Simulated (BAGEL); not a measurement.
**B3LYP/6-31G(d) (density fitting with qzvpp-jkfit, spherical functions) run of SiHSF3 (SMILES F[Si](F)(F)S)**

Aim: the energy change on altering one bond length of SiHSF3 at B3LYP/6-31G* (density fitting with qzvpp-jkfit, spherical functions), from 2 runs. 

The results are computed with BAGEL 1.2.2.

1 further run of the same task is left out (set aside as unsound or not needed).

**1. The system as given**

SiHSF3: 6 atoms, total charge 0, spin state singlet. As SMILES, `F[Si](F)(F)S`. The shape is that of a PBE0-D4/def2-TZVP optimisation.

Bond lengths: F1–Si2 1.571 Å, Si2–F3 1.574 Å, Si2–F4 1.573 Å, Si2–S5 2.089 Å, S5–H6 1.346 Å. Angles: F1–Si2–F3 108.6°, F1–Si2–F4 108.6°, F1–Si2–S5 107.7°, F3–Si2–F4 106.1°, F3–Si2–S5 112.9°, F4–Si2–S5 112.9°, Si2–S5–H6 92.3°.

**2. The energy at B3LYP/6-31G(d) (density fitting with qzvpp-jkfit, spherical functions)**

calc.json reads:

```json
{ "bagel": [

{
  "title": "molecule",
  "basis": "6-31gs.json",
  "df_basis": "qzvpp-jkfit",
  "angstrom": true,
  "geometry": [
    { "atom": "F", "xyz": [       0.466800,      -0.998900,       1.589500 ] },
    { "atom": "Si", "xyz": [       0.253700,      -0.377400,       0.162100 ] },
    { "atom": "F", "xyz": [      -0.333300,      -1.487500,      -0.786100 ] },
    { "atom": "F", "xyz": [       1.659400,       0.005000,      -0.432600 ] },
    { "atom": "S", "xyz": [      -1.016800,       1.267900,       0.370500 ] },
    { "atom": "H", "xyz": [      -0.987600,       1.526900,      -0.949600 ] }
  ]
},

{ "title": "ks", "xc_func": "b3lyp" },

{ "title": "print", "file": "orbitals.molden", "orbitals": true }

]}
```

The basis set 6-31G* is read from a file made from the Basis Set Exchange's data (not shown).

On the command line:

```
$ BAGEL_NUM_THREADS=1 BAGEL calc.json > calc.out
```

The log of the run:

```text
* using 1 threads per process

  ===============================================================
  ===============================================================

  *** Geometry ***

  { "atom" : "F", "xyz" : [      0.882124,     -1.887647,      3.003720 ] },
  { "atom" : "Si", "xyz" : [      0.479424,     -0.713183,      0.306325 ] },
  { "atom" : "F", "xyz" : [     -0.629846,     -2.810968,     -1.485514 ] },
  { "atom" : "F", "xyz" : [      3.135812,      0.009449,     -0.817496 ] },
  { "atom" : "S", "xyz" : [     -1.921474,      2.395984,      0.700144 ] },
  { "atom" : "H", "xyz" : [     -1.866294,      2.885423,     -1.794484 ] },

  Number of auxiliary basis functions:      505

  Since a DF basis is specified, we compute 2- and 3-index integrals:
    o Being stored without compression. Storage requirement is 0.026 GB

  Number of basis functions:       80
  Number of electrons      :       58

    * METHOD: MOLECULE                             0.28

  *** Kohn-Sham DFT ***

    * Removing 10819 points whose weight is below 1.00e-10
    * Grid points: 78617

  === Nuclear Repulsion ===
   323.4283758812

       - DIIS with orbital gradients will be used.

  === KS iteration (b3lyp / 6-31gs.json) ===
      0       -956.53422697          0.13187215           0.38
      1       -869.33172265          0.17831411           0.36
      2       -787.14477004          0.18230285           0.36
      3       -984.94400770          0.06599472           0.36
      4       -987.46242881          0.03304215           0.36
      5       -987.91168887          0.01190659           0.35
      6       -988.00855408          0.00332924           0.36
      7       -988.01071051          0.00273538           0.36
      8       -988.01290813          0.00174312           0.36
      9       -988.01459606          0.00015579           0.36
     10       -988.01460809          0.00005419           0.36
     11       -988.01461003          0.00001198           0.36
     12       -988.01461009          0.00000507           0.36
     13       -988.01461011          0.00000161           0.36
     14       -988.01461011          0.00000028           0.37
     15       -988.01461011          0.00000009           0.37
     16       -988.01461011          0.00000003           0.37
     17       -988.01461011          0.00000001           0.36
    * SCF iteration converged.

    * Permanent dipole moment:
           (    0.194144,    -0.343483,     0.374321) a.u.

    * METHOD: KS                                   6.91

    * METHOD: PRINT                                0.02

  ===============================================================
```

Run time: 7.5 s. Hardware: 1 thread of Arm Neoverse V1, shared host; peak memory 0.34 GiB.

**3. The distorted shape, same level**

calc.json reads:

```json
{ "bagel" : [

{
  "title" : "molecule",
  "basis" : "6-31gs.json",
  "df_basis" : "qzvpp-jkfit",
  "angstrom" : "true",
  "geometry" : [
    { "atom" : "F", "xyz" : [    0.443439,   -1.206109,    2.645627 ] },
    { "atom" : "Si", "xyz" : [    0.230339,   -0.584609,    1.218227 ] },
    { "atom" : "F", "xyz" : [   -0.356661,   -1.694709,    0.270027 ] },
    { "atom" : "F", "xyz" : [    1.636039,   -0.202209,    0.623527 ] },
    { "atom" : "S", "xyz" : [   -1.040161,    1.060691,    1.426627 ] },
    { "atom" : "H", "xyz" : [   -0.987600,    1.526900,   -0.949600 ] }
  ]
},
{
  "title" : "ks",
  "xc_func" : "b3lyp"
},
{
  "title" : "print",
  "file" : "orbitals.molden",
  "orbitals" : "true"
}

]}
```

The basis set 6-31G* is read from a file made from the Basis Set Exchange's data (not shown).

On the command line:

```
$ BAGEL_NUM_THREADS=1 BAGEL calc.json > calc.out
```

The log of the run:

```text
* using 1 threads per process

  ===============================================================
  ===============================================================

  *** Geometry ***

  { "atom" : "F", "xyz" : [      0.837978,     -2.279216,      4.999510 ] },
  { "atom" : "Si", "xyz" : [      0.435278,     -1.104751,      2.302115 ] },
  { "atom" : "F", "xyz" : [     -0.673992,     -3.202536,      0.510277 ] },
  { "atom" : "F", "xyz" : [      3.091666,     -0.382120,      1.178295 ] },
  { "atom" : "S", "xyz" : [     -1.965619,      2.004415,      2.695934 ] },
  { "atom" : "H", "xyz" : [     -1.866294,      2.885423,     -1.794484 ] },

  Number of auxiliary basis functions:      505

  Since a DF basis is specified, we compute 2- and 3-index integrals:
    o Being stored without compression. Storage requirement is 0.026 GB

  Number of basis functions:       80
  Number of electrons      :       58

    * METHOD: MOLECULE                             0.28

  *** Kohn-Sham DFT ***

    * Removing 10207 points whose weight is below 1.00e-10
    * Grid points: 79229

  === Nuclear Repulsion ===
   319.3838073487

       - DIIS with orbital gradients will be used.

  === KS iteration (b3lyp / 6-31gs.json) ===
      0       -957.00485159          0.13099673           0.37
      1       -870.30941128          0.18447995           0.36
      2       -789.04819528          0.18250696           0.36
      3       -985.07830218          0.05580768           0.36
      4       -986.48337980          0.04488148           0.36
      5       -987.32455798          0.02096402           0.36
      6       -987.83191567          0.00839781           0.36
      7       -987.76719339          0.01101989           0.36
      8       -987.87911387          0.00454258           0.36
      9       -987.88323982          0.00273632           0.36
     10       -987.88918449          0.00124349           0.36
     11       -987.89006519          0.00015317           0.36
     12       -987.89007688          0.00007298           0.35
     13       -987.89007951          0.00001529           0.35
     14       -987.89007967          0.00000499           0.36
     15       -987.89007968          0.00000350           0.36
     16       -987.89007968          0.00000298           0.36
     17       -987.89007969          0.00000034           0.36
     18       -987.89007969          0.00000023           0.36
     19       -987.89007969          0.00000009           0.36
     20       -987.89007969          0.00000004           0.36
     21       -987.89007969          0.00000004           0.36
     22       -987.89007969          0.00000002           0.36
     23       -987.89007969          0.00000001           0.36
     24       -987.89007969          0.00000001           0.36
    * SCF iteration converged.

    * Permanent dipole moment:
           (    0.198118,    -0.347057,     0.367594) a.u.

    * METHOD: KS                                   9.35

    * METHOD: PRINT                                0.02

  ===============================================================
```

Wall time 9.9 s (1 thread of Arm Neoverse V1, shared host); peak memory 0.35 GiB.

**4. Outcome**

At B3LYP/6-31G* (density fitting with qzvpp-jkfit, spherical functions):

```
                                                         quantity          value
                                        first shape: total energy  -988.01461 Eh
                                       first shape: dipole moment         1.38 D
                                         first shape: HOMO energy       -8.12 eV
                                         first shape: LUMO energy       -0.01 eV
                                       first shape: HOMO–LUMO gap        8.11 eV
                                    distorted shape: total energy  -987.89008 Eh
                                   distorted shape: dipole moment         1.38 D
                                     distorted shape: HOMO energy       -8.06 eV
                                     distorted shape: LUMO energy       -5.37 eV
                                   distorted shape: HOMO–LUMO gap        2.69 eV
energy change with the S5–H6 bond stretched from 1.346 to 2.422 Å       3.389 eV
```

In words: One bond (distorted shape) is far stretched, which a spin-restricted single reference describes badly; a broken-symmetry solution may lie lower. With the S5–H6 bond stretched from 1.346 to 2.422 Å the energy rises by 3.39 eV (327 kJ/mol). The first shape isn't relaxed at this level, so the change isn't measured from a minimum. A restricted reference can't describe the breaking bond well at this length.
